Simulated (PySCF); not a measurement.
# C5H6ClFO: the cost of one run

Computed with PySCF 2.14.0 and routines of our own; the level stands in each step. Atoms count from 0.

## (1) The system as given

14 atoms, charge 0, multiplicity 1; geometry from: GFN2-xTB.

## (2) Magnetic properties: GIAO BHandHLYP/pcSseg-1

The job: settings as JSON, then the geometry in Å.

```
{"job": {"kind": "mag", "xc": "BHandHLYP", "basis": "pcSseg-1", "isotopologues": 2}, "charge": 0, "multiplicity": 1}
C     -1.755051     0.546181    -0.793797
C     -0.915250     0.879088     0.397127
O     -0.844690     1.960452     0.913550
C     -0.069187    -0.293052     0.929995
F     -0.571117    -1.494822     0.488247
C      1.345101    -0.091368     0.473717
C      1.945231    -0.899626    -0.385027
Cl     3.554108    -0.649643    -0.918887
H     -2.258994     1.436592    -1.158048
H     -1.126410     0.118430    -1.572438
H     -2.488414    -0.209174    -0.515950
H     -0.119363    -0.307687     2.026590
H      1.827766     0.784852     0.878056
H      1.475591    -1.780697    -0.795257
```

With the program's defaults for keys left out, this is: GIAO BHandHLYP/pcSseg-1 magnetisability, rotational g tensor and spin-rotation constants, non-relativistic, gas phase.

On the command line:

```bash
> OMP_NUM_THREADS=1 python excited_run.py task.json out
```

The driver reads the jobs from task.json and runs them one after another.

Q: Estimate the wall time and peak memory of this first job on 1 thread of Arm Neoverse N1, shared host.

About 59 s, with a peak of 0.84 GiB.
